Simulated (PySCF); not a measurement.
# ReO₄−: NMR shieldings, part 1 of 2

Aim: compute the NMR shieldings of ReO₄− (`[O]=[Re-](=[O])(=[O])=[O]`).

Computed with PySCF 2.14.0 and routines of our own; the level stands in each step. Atoms count from 0.

## 1. The starting structure

5 atoms, charge -1, multiplicity 1; geometry from: GFN2-xTB.

## 2. Geometry optimisation at PBE0-D3(BJ)/def2-SVP

Job settings and geometry (Å):

```
{"job": {"xc": "PBE0", "basis": "def2-SVP", "d3": "d3bj", "grid": 1, "maxiter": 30, "shake": 0.03, "kind": "geom"}, "charge": -1, "multiplicity": 1}
Re     0.061200    -0.076620     0.012520
O     -0.006800    -0.031000     1.686250
O      1.531990     0.003100    -0.599840
O     -0.705460     1.392600    -0.555700
O     -0.806090    -1.398550    -0.605340
```

Launch:

```
OMP_NUM_THREADS=1 python heavy_run.py task.json out
```

One launch serves the whole session: the jobs run in the order shown.

The log of the run:

```text
step   0  E = -378.81608215  max force = 0.189049
step   1  E = -378.84349597  max force = 0.043266
step   2  E = -378.84771348  max force = 0.023658
step   3  E = -378.84806032  max force = 0.007128
step   4  E = -378.84813057  max force = 0.001052
step   5  E = -378.84813296  max force = 0.000400
optimisation converged
```

It took 24 s on 1 thread of Arm Neoverse V1, shared host; peak memory 0.34 GiB.

The steps of the relaxation:

```tsv
step	energy from step 0 (eV)	largest force component (eV/Å)
0	0.0000	9.7213
1	-0.7460	2.2248
2	-0.8607	1.2165
3	-0.8702	0.3665
4	-0.8721	0.0541
5	-0.8721	0.0206
```

Close pairs (by a distance rule), those that changed most:

```tsv
bond	before (Å)	after (Å)	change (Å)
Re0–O2	1.595	1.729	+0.134
Re0–O1	1.676	1.729	+0.053
Re0–O4	1.697	1.729	+0.032
Re0–O3	1.752	1.729	-0.023
```

The end geometry stands in the next job.

```tsv
at the end point	value
point group (found at 0.08 Å tolerance)	Td
rotational constants (GHz, main isotopes)	3.964, 3.963, 3.960
```

## 3. NMR shieldings: PBE/pcJ-1 Re:dyall-v2z, spin–orbit

Job settings and geometry (Å):

```
{"job": {"xc": "PBE", "basis": {"default": "pcJ-1", "Re": "dyall-v2z"}, "rel": "so", "kind": "hnmr"}, "charge": -1, "multiplicity": 1}
Re     0.014294    -0.022082    -0.012445
O      0.028768    -0.040382     1.716615
O      1.639952    -0.042083    -0.600802
O     -0.781764     1.409224    -0.567899
O     -0.826411    -1.415147    -0.597579
```

Level: PBE/pcJ-1 Re:dyall-v2z GIAO NMR shielding, X2C with spin-orbit coupling, screened-nuclear two-electron part, Gaussian nuclei, gas phase.

The log of the run:

```text
spin-free SCF
coarse grid: 29656 points
cycle   1  E = -16992.1169393480  dE =  1.970e+00  |g| = 4.630e+00  |ddm| = 2.589e+00
cycle   2  E = -16971.0148339299  dE =  2.110e+01  |g| = 1.425e+01  |ddm| = 1.190e+01
cycle   3  E = -16993.2543890838  dE = -2.224e+01  |g| = 3.471e+00  |ddm| = 9.551e+00
cycle   4  E = -16994.9708834961  dE = -1.716e+00  |g| = 7.705e-01  |ddm| = 1.699e+00
cycle   5  E = -16994.8758802691  dE =  9.500e-02  |g| = 9.284e-01  |ddm| = 6.568e-01
cycle   6  E = -16994.9444508970  dE = -6.857e-02  |g| = 6.366e-01  |ddm| = 5.370e-01
cycle   7  E = -16995.0175280718  dE = -7.308e-02  |g| = 1.382e-01  |ddm| = 3.636e-01
cycle   8  E = -16995.0204822147  dE = -2.954e-03  |g| = 3.684e-02  |ddm| = 8.823e-02
cycle   9  E = -16995.0203603889  dE =  1.218e-04  |g| = 4.419e-02  |ddm| = 3.781e-02
cycle  10  E = -16995.0207363235  dE = -3.759e-04  |g| = 3.845e-03  |ddm| = 2.378e-02
cycle  11  E = -16995.0207386129  dE = -2.289e-06  |g| = 7.060e-04  |ddm| = 2.084e-03
final grid: 60424 points
cycle  12  E = -16995.0207973989  dE = -1.158e-04  |g| = 7.391e-02  |ddm| = 2.242e-03
cycle  13  E = -16995.0207545474  dE =  4.285e-05  |g| = 1.534e-02  |ddm| = 9.404e-03
cycle  14  E = -16995.0199436605  dE =  8.109e-04  |g| = 6.698e-02  |ddm| = 4.142e-02
cycle  15  E = -16995.0207992851  dE = -8.556e-04  |g| = 1.137e-03  |ddm| = 3.370e-02
cycle  16  E = -16995.0207995034  dE = -2.183e-07  |g| = 2.733e-04  |ddm| = 5.692e-04
cycle  17  E = -16995.0207995068  dE = -3.365e-09  |g| = 5.678e-05  |ddm| = 8.003e-05
converged SCF energy = -16995.0207995068
two-component SCF
cycle   1  E = -16987.0803240798  dE = -1.699e+04  |FDS-SDF| = 4.511e+02
cycle   2  E = -17008.1792805220  dE = -2.110e+01  |FDS-SDF| = 6.369e-01
cycle   3  E = -17008.1782068073  dE =  1.074e-03  |FDS-SDF| = 1.926e-01
cycle   4  E = -17008.1661137287  dE =  1.209e-02  |FDS-SDF| = 3.812e-01
cycle   5  E = -17008.1776811506  dE = -1.157e-02  |FDS-SDF| = 1.087e-01
cycle   6  E = -17008.1796784655  dE = -1.997e-03  |FDS-SDF| = 1.016e-02
cycle   7  E = -17008.1796901011  dE = -1.164e-05  |FDS-SDF| = 3.226e-03
cycle   8  E = -17008.1796916817  dE = -1.581e-06  |FDS-SDF| = 1.383e-03
cycle   9  E = -17008.1796920096  dE = -3.279e-07  |FDS-SDF| = 1.302e-04
cycle  10  E = -17008.1796920118  dE = -2.208e-09  |FDS-SDF| = 2.208e-05
converged, E = -17008.1796920118

Field gradients (au) and densities at the nuclei (bohr^-3)
atom        Vxx        Vyy        Vzz        centre      nuclear mean
  0 Re    -0.0055    -0.0162     0.0217    1551189.335    1435021.099
  1 O     -0.1060    -0.1072     0.2132        312.057        312.046
  2 O     -0.1067    -0.1070     0.2137        312.057        312.047
  3 O     -0.1056    -0.1074     0.2130        312.057        312.046
  4 O     -0.1056    -0.1068     0.2124        312.057        312.046
without picture change
  0 Re                           0.0258                   3983679.942

Core orbital energies (eV)
atom   shell        mean    spread
  0 Re 1s       -71393.963   0.000
  0 Re 2s       -12373.321   0.000
  0 Re 3s        -2862.288   0.000
  0 Re 4s         -594.376   0.000
  0 Re 5s          -81.451   0.000
  0 Re 2p1/2    -11837.738   0.000
  0 Re 2p3/2    -10405.966   0.000
  0 Re 3p1/2     -2623.902   0.000
  0 Re 3p3/2     -2312.319   0.000
  0 Re 4p1/2      -494.957   0.000
  0 Re 4p3/2      -422.175   0.000
  0 Re 5p1/2       -51.520   0.000
  0 Re 5p3/2       -40.712   0.001
  0 Re 3d3/2     -1912.712   0.000
  0 Re 3d5/2     -1845.303   0.001
  0 Re 4d3/2      -259.113   0.000
  0 Re 4d5/2      -245.594   0.004
  0 Re 4f5/2       -40.048   0.005
  0 Re 4f7/2       -37.579   0.011

vertical triplet (scalar unrestricted SCF): 4.826 eV

Shielding tensors (ppm)
atom      isotropic    diamagn.    paramagn.     s11        s22        s33       span
  0 Re     3350.09     7892.21    -4542.13    3343.85    3351.46    3354.94      11.09
  1 O      -259.49      407.23     -666.72    -304.18    -303.16    -171.14     133.03
  2 O      -259.31      407.20     -666.52    -303.59    -303.15    -171.20     132.39
  3 O      -259.61      407.23     -666.84    -304.40    -303.30    -171.14     133.26
  4 O      -259.55      407.21     -666.76    -304.19    -303.40    -171.06     133.13
```

It took 96 s on 1 thread of Arm Neoverse V1, shared host; peak memory 1.2 GiB.

From this job:

```tsv
quantity	value
energy from spin-orbit coupling	-13.1589 Eh
```

## 4. NMR shieldings: PBE/pcJ-1 Re:dyall-v2z, spin–orbit

Job settings and geometry (Å):

```
{"job": {"xc": "PBE", "basis": {"default": "pcJ-1", "Re": "dyall-v2z"}, "rel": "so", "snso": false, "kind": "hnmr"}, "charge": -1, "multiplicity": 1}
Re     0.014294    -0.022082    -0.012445
O      0.028768    -0.040382     1.716615
O      1.639952    -0.042083    -0.600802
O     -0.781764     1.409224    -0.567899
O     -0.826411    -1.415147    -0.597579
```

Method: PBE/pcJ-1 Re:dyall-v2z GIAO NMR shielding, X2C with spin-orbit coupling, one-electron part alone, Gaussian nuclei, gas phase.

The log of the run:

```text
spin-free SCF
coarse grid: 29656 points
cycle   1  E = -16992.1169393480  dE =  1.970e+00  |g| = 4.630e+00  |ddm| = 2.589e+00
cycle   2  E = -16971.0148339299  dE =  2.110e+01  |g| = 1.425e+01  |ddm| = 1.190e+01
cycle   3  E = -16993.2543890838  dE = -2.224e+01  |g| = 3.471e+00  |ddm| = 9.551e+00
cycle   4  E = -16994.9708834961  dE = -1.716e+00  |g| = 7.705e-01  |ddm| = 1.699e+00
cycle   5  E = -16994.8758802691  dE =  9.500e-02  |g| = 9.284e-01  |ddm| = 6.568e-01
cycle   6  E = -16994.9444508970  dE = -6.857e-02  |g| = 6.366e-01  |ddm| = 5.370e-01
cycle   7  E = -16995.0175280718  dE = -7.308e-02  |g| = 1.382e-01  |ddm| = 3.636e-01
cycle   8  E = -16995.0204822147  dE = -2.954e-03  |g| = 3.684e-02  |ddm| = 8.823e-02
cycle   9  E = -16995.0203603889  dE =  1.218e-04  |g| = 4.419e-02  |ddm| = 3.781e-02
cycle  10  E = -16995.0207363235  dE = -3.759e-04  |g| = 3.845e-03  |ddm| = 2.378e-02
cycle  11  E = -16995.0207386129  dE = -2.289e-06  |g| = 7.060e-04  |ddm| = 2.084e-03
final grid: 60424 points
cycle  12  E = -16995.0207973989  dE = -1.158e-04  |g| = 7.391e-02  |ddm| = 2.242e-03
cycle  13  E = -16995.0207545474  dE =  4.285e-05  |g| = 1.534e-02  |ddm| = 9.404e-03
cycle  14  E = -16995.0199436605  dE =  8.109e-04  |g| = 6.698e-02  |ddm| = 4.142e-02
cycle  15  E = -16995.0207992851  dE = -8.556e-04  |g| = 1.137e-03  |ddm| = 3.370e-02
cycle  16  E = -16995.0207995034  dE = -2.183e-07  |g| = 2.733e-04  |ddm| = 5.692e-04
cycle  17  E = -16995.0207995068  dE = -3.365e-09  |g| = 5.678e-05  |ddm| = 8.003e-05
converged SCF energy = -16995.0207995068
two-component SCF
cycle   1  E = -16986.6117238843  dE = -1.699e+04  |FDS-SDF| = 4.630e+02
cycle   2  E = -17009.0011309698  dE = -2.239e+01  |FDS-SDF| = 6.785e-01
cycle   3  E = -17008.9996209666  dE =  1.510e-03  |FDS-SDF| = 2.143e-01
cycle   4  E = -17008.9832585399  dE =  1.636e-02  |FDS-SDF| = 4.356e-01
cycle   5  E = -17008.9993420328  dE = -1.608e-02  |FDS-SDF| = 1.155e-01
cycle   6  E = -17009.0016062669  dE = -2.264e-03  |FDS-SDF| = 1.110e-02
cycle   7  E = -17009.0016204676  dE = -1.420e-05  |FDS-SDF| = 3.433e-03
cycle   8  E = -17009.0016221925  dE = -1.725e-06  |FDS-SDF| = 1.565e-03
cycle   9  E = -17009.0016226130  dE = -4.206e-07  |FDS-SDF| = 1.551e-04
cycle  10  E = -17009.0016226159  dE = -2.899e-09  |FDS-SDF| = 2.529e-05
converged, E = -17009.0016226159

Field gradients (au) and densities at the nuclei (bohr^-3)
atom        Vxx        Vyy        Vzz        centre      nuclear mean
  0 Re    -0.0055    -0.0162     0.0217    1551543.472    1435369.793
  1 O     -0.1072    -0.1084     0.2157        312.057        312.047
  2 O     -0.1079    -0.1083     0.2162        312.057        312.047
  3 O     -0.1068    -0.1087     0.2155        312.057        312.047
  4 O     -0.1068    -0.1081     0.2148        312.057        312.047
without picture change
  0 Re                           0.0258                   3983645.845

Core orbital energies (eV)
atom   shell        mean    spread
  0 Re 1s       -71393.007   0.000
  0 Re 2s       -12373.051   0.000
  0 Re 3s        -2862.205   0.000
  0 Re 4s         -594.353   0.000
  0 Re 5s          -81.440   0.000
  0 Re 2p1/2    -11867.962   0.000
  0 Re 2p3/2    -10394.433   0.000
  0 Re 3p1/2     -2630.395   0.000
  0 Re 3p3/2     -2309.766   0.000
  0 Re 4p1/2      -496.483   0.000
  0 Re 4p3/2      -421.581   0.000
  0 Re 5p1/2       -51.746   0.000
  0 Re 5p3/2       -40.620   0.001
  0 Re 3d3/2     -1919.048   0.000
  0 Re 3d5/2     -1841.200   0.001
  0 Re 4d3/2      -260.389   0.000
  0 Re 4d5/2      -244.773   0.004
  0 Re 4f5/2       -40.894   0.005
  0 Re 4f7/2       -36.949   0.011

Shielding tensors (ppm)
atom      isotropic    diamagn.    paramagn.     s11        s22        s33       span
  0 Re     3305.51     7894.32    -4588.82    3299.19    3306.90    3310.43      11.24
  1 O      -256.01      407.25     -663.26    -300.97    -299.96    -167.08     133.89
  2 O      -255.83      407.23     -663.06    -300.39    -299.95    -167.15     133.24
  3 O      -256.12      407.26     -663.38    -301.19    -300.10    -167.08     134.11
  4 O      -256.06      407.24     -663.30    -300.99    -300.20    -167.00     133.98
```

Wall time 81 s (1 thread of Arm Neoverse V1, shared host); peak memory 1.2 GiB.

Key values:

```tsv
quantity	value
energy from spin-orbit coupling	-13.9808 Eh
```

## 5. NMR shieldings: PBE/pcJ-1 Re:dyall-v2z, spin-free

Job settings and geometry (Å):

```
{"job": {"xc": "PBE", "basis": {"default": "pcJ-1", "Re": "dyall-v2z"}, "rel": "sf", "kind": "hnmr"}, "charge": -1, "multiplicity": 1}
Re     0.014294    -0.022082    -0.012445
O      0.028768    -0.040382     1.716615
O      1.639952    -0.042083    -0.600802
O     -0.781764     1.409224    -0.567899
O     -0.826411    -1.415147    -0.597579
```

With the program's defaults for keys left out, this is: PBE/pcJ-1 Re:dyall-v2z GIAO NMR shielding, spin-free X2C, Gaussian nuclei, gas phase.

The log of the run:

```text
spin-free SCF
coarse grid: 29656 points
cycle   1  E = -16992.1169393480  dE =  1.970e+00  |g| = 4.630e+00  |ddm| = 2.589e+00
cycle   2  E = -16971.0148339299  dE =  2.110e+01  |g| = 1.425e+01  |ddm| = 1.190e+01
cycle   3  E = -16993.2543890838  dE = -2.224e+01  |g| = 3.471e+00  |ddm| = 9.551e+00
cycle   4  E = -16994.9708834961  dE = -1.716e+00  |g| = 7.705e-01  |ddm| = 1.699e+00
cycle   5  E = -16994.8758802691  dE =  9.500e-02  |g| = 9.284e-01  |ddm| = 6.568e-01
cycle   6  E = -16994.9444508970  dE = -6.857e-02  |g| = 6.366e-01  |ddm| = 5.370e-01
cycle   7  E = -16995.0175280718  dE = -7.308e-02  |g| = 1.382e-01  |ddm| = 3.636e-01
cycle   8  E = -16995.0204822147  dE = -2.954e-03  |g| = 3.684e-02  |ddm| = 8.823e-02
cycle   9  E = -16995.0203603889  dE =  1.218e-04  |g| = 4.419e-02  |ddm| = 3.781e-02
cycle  10  E = -16995.0207363235  dE = -3.759e-04  |g| = 3.845e-03  |ddm| = 2.378e-02
cycle  11  E = -16995.0207386129  dE = -2.289e-06  |g| = 7.060e-04  |ddm| = 2.084e-03
final grid: 60424 points
cycle  12  E = -16995.0207973989  dE = -1.158e-04  |g| = 7.391e-02  |ddm| = 2.242e-03
cycle  13  E = -16995.0207545474  dE =  4.285e-05  |g| = 1.534e-02  |ddm| = 9.404e-03
cycle  14  E = -16995.0199436605  dE =  8.109e-04  |g| = 6.698e-02  |ddm| = 4.142e-02
cycle  15  E = -16995.0207992851  dE = -8.556e-04  |g| = 1.137e-03  |ddm| = 3.370e-02
cycle  16  E = -16995.0207995034  dE = -2.183e-07  |g| = 2.733e-04  |ddm| = 5.692e-04
cycle  17  E = -16995.0207995068  dE = -3.365e-09  |g| = 5.678e-05  |ddm| = 8.003e-05
converged SCF energy = -16995.0207995068
check of the scalar solution
cycle   1  E = -16995.0207995066  dE = -1.700e+04  |FDS-SDF| = 5.678e-05
cycle   2  E = -16995.0207994960  dE =  1.064e-08  |FDS-SDF| = 2.454e-04
cycle   3  E = -16995.0207995073  dE = -1.127e-08  |FDS-SDF| = 2.465e-05
converged, E = -16995.0207995073

Field gradients (au) and densities at the nuclei (bohr^-3)
atom        Vxx        Vyy        Vzz        centre      nuclear mean
  0 Re    -0.0054    -0.0160     0.0215    1543331.630    1427319.465
  1 O     -0.1003    -0.1015     0.2017        312.056        312.046
  2 O     -0.1010    -0.1013     0.2023        312.056        312.046
  3 O     -0.0998    -0.1017     0.2015        312.056        312.046
  4 O     -0.0998    -0.1011     0.2009        312.056        312.046
without picture change
  0 Re                           0.0259                   3984233.930

Core orbital energies (eV)
atom   shell        mean    spread
  0 Re 1s       -71408.558   0.000
  0 Re 2s       -12376.706   0.000
  0 Re 3s        -2863.268   0.000
  0 Re 4s         -594.653   0.000
  0 Re 5s          -81.529   0.000
  0 Re 2p       -10840.449   0.000
  0 Re 3p        -2407.665   0.000
  0 Re 4p         -444.360   0.000
  0 Re 5p          -43.961   0.001
  0 Re 3d        -1872.593   0.001
  0 Re 4d         -251.079   0.006
  0 Re 4f          -38.737   0.020

Shielding tensors (ppm)
atom      isotropic    diamagn.    paramagn.     s11        s22        s33       span
  0 Re     -164.94     9065.52    -9230.46    -169.97    -163.88    -160.98       8.99
  1 O      -267.92      409.39     -677.31    -296.39    -295.34    -212.03      84.37
  2 O      -267.76      409.37     -677.13    -295.83    -295.37    -212.07      83.76
  3 O      -268.03      409.40     -677.43    -296.60    -295.46    -212.04      84.56
  4 O      -267.96      409.38     -677.34    -296.39    -295.55    -211.95      84.44
```

Wall time 25 s (1 thread of Arm Neoverse V1, shared host); peak memory 1.2 GiB.

## 6. NMR shieldings: PBE/pcJ-1 Re:dyall-v2z, spin-free

Job settings and geometry (Å):

```
{"job": {"xc": "PBE", "basis": {"default": "pcJ-1", "Re": "dyall-v2z"}, "rel": "sf", "two": true, "kind": "hnmr"}, "charge": -1, "multiplicity": 1}
Re     0.014294    -0.022082    -0.012445
O      0.028768    -0.040382     1.716615
O      1.639952    -0.042083    -0.600802
O     -0.781764     1.409224    -0.567899
O     -0.826411    -1.415147    -0.597579
```

Method: PBE/pcJ-1 Re:dyall-v2z GIAO NMR shielding, X2C without spin-orbit coupling but with the spin-dependent field terms, Gaussian nuclei, gas phase.

The log of the run:

```text
spin-free SCF
coarse grid: 29656 points
cycle   1  E = -16992.1169393480  dE =  1.970e+00  |g| = 4.630e+00  |ddm| = 2.589e+00
cycle   2  E = -16971.0148339299  dE =  2.110e+01  |g| = 1.425e+01  |ddm| = 1.190e+01
cycle   3  E = -16993.2543890838  dE = -2.224e+01  |g| = 3.471e+00  |ddm| = 9.551e+00
cycle   4  E = -16994.9708834961  dE = -1.716e+00  |g| = 7.705e-01  |ddm| = 1.699e+00
cycle   5  E = -16994.8758802691  dE =  9.500e-02  |g| = 9.284e-01  |ddm| = 6.568e-01
cycle   6  E = -16994.9444508970  dE = -6.857e-02  |g| = 6.366e-01  |ddm| = 5.370e-01
cycle   7  E = -16995.0175280718  dE = -7.308e-02  |g| = 1.382e-01  |ddm| = 3.636e-01
cycle   8  E = -16995.0204822147  dE = -2.954e-03  |g| = 3.684e-02  |ddm| = 8.823e-02
cycle   9  E = -16995.0203603889  dE =  1.218e-04  |g| = 4.419e-02  |ddm| = 3.781e-02
cycle  10  E = -16995.0207363235  dE = -3.759e-04  |g| = 3.845e-03  |ddm| = 2.378e-02
cycle  11  E = -16995.0207386129  dE = -2.289e-06  |g| = 7.060e-04  |ddm| = 2.084e-03
final grid: 60424 points
cycle  12  E = -16995.0207973989  dE = -1.158e-04  |g| = 7.391e-02  |ddm| = 2.242e-03
cycle  13  E = -16995.0207545474  dE =  4.285e-05  |g| = 1.534e-02  |ddm| = 9.404e-03
cycle  14  E = -16995.0199436605  dE =  8.109e-04  |g| = 6.698e-02  |ddm| = 4.142e-02
cycle  15  E = -16995.0207992851  dE = -8.556e-04  |g| = 1.137e-03  |ddm| = 3.370e-02
cycle  16  E = -16995.0207995034  dE = -2.183e-07  |g| = 2.733e-04  |ddm| = 5.692e-04
cycle  17  E = -16995.0207995068  dE = -3.365e-09  |g| = 5.678e-05  |ddm| = 8.003e-05
converged SCF energy = -16995.0207995068
two-component SCF
cycle   1  E = -16995.0207995053  dE = -1.700e+04  |FDS-SDF| = 5.678e-05
cycle   2  E = -16995.0207994946  dE =  1.063e-08  |FDS-SDF| = 2.454e-04
cycle   3  E = -16995.0207995060  dE = -1.139e-08  |FDS-SDF| = 2.465e-05
converged, E = -16995.0207995060

Field gradients (au) and densities at the nuclei (bohr^-3)
atom        Vxx        Vyy        Vzz        centre      nuclear mean
  0 Re    -0.0054    -0.0160     0.0215    1543331.630    1427319.465
  1 O     -0.1003    -0.1015     0.2017        312.056        312.046
  2 O     -0.1010    -0.1013     0.2023        312.056        312.046
  3 O     -0.0998    -0.1017     0.2015        312.056        312.046
  4 O     -0.0998    -0.1011     0.2009        312.056        312.046
without picture change
  0 Re                           0.0259                   3984233.930

Core orbital energies (eV)
atom   shell        mean    spread
  0 Re 1s       -71408.558   0.000
  0 Re 2s       -12376.706   0.000
  0 Re 3s        -2863.268   0.000
  0 Re 4s         -594.653   0.000
  0 Re 5s          -81.529   0.000
  0 Re 2p1/2    -10840.449   0.000
  0 Re 2p3/2    -10840.449   0.000
  0 Re 3p1/2     -2407.665   0.000
  0 Re 3p3/2     -2407.665   0.000
  0 Re 4p1/2      -444.361   0.000
  0 Re 4p3/2      -444.360   0.000
  0 Re 5p1/2       -43.962   0.000
  0 Re 5p3/2       -43.961   0.001
  0 Re 3d3/2     -1872.594   0.000
  0 Re 3d5/2     -1872.593   0.001
  0 Re 4d3/2      -251.083   0.000
  0 Re 4d5/2      -251.077   0.000
  0 Re 4f5/2       -38.742   0.016
  0 Re 4f7/2       -38.734   0.004

Shielding tensors (ppm)
atom      isotropic    diamagn.    paramagn.     s11        s22        s33       span
  0 Re     3755.55     7844.06    -4088.51    3750.53    3756.61    3759.51       8.98
  1 O      -264.78      407.19     -671.97    -293.18    -292.12    -209.04      84.13
  2 O      -264.62      407.16     -671.78    -292.61    -292.15    -209.09      83.52
  3 O      -264.89      407.19     -672.09    -293.38    -292.24    -209.05      84.33
  4 O      -264.82      407.17     -671.99    -293.17    -292.34    -208.96      84.21
```

Run time: 61 s. Hardware: 1 thread of Arm Neoverse V1, shared host; peak memory 1.2 GiB.

(Continued in part 2 of 2.)
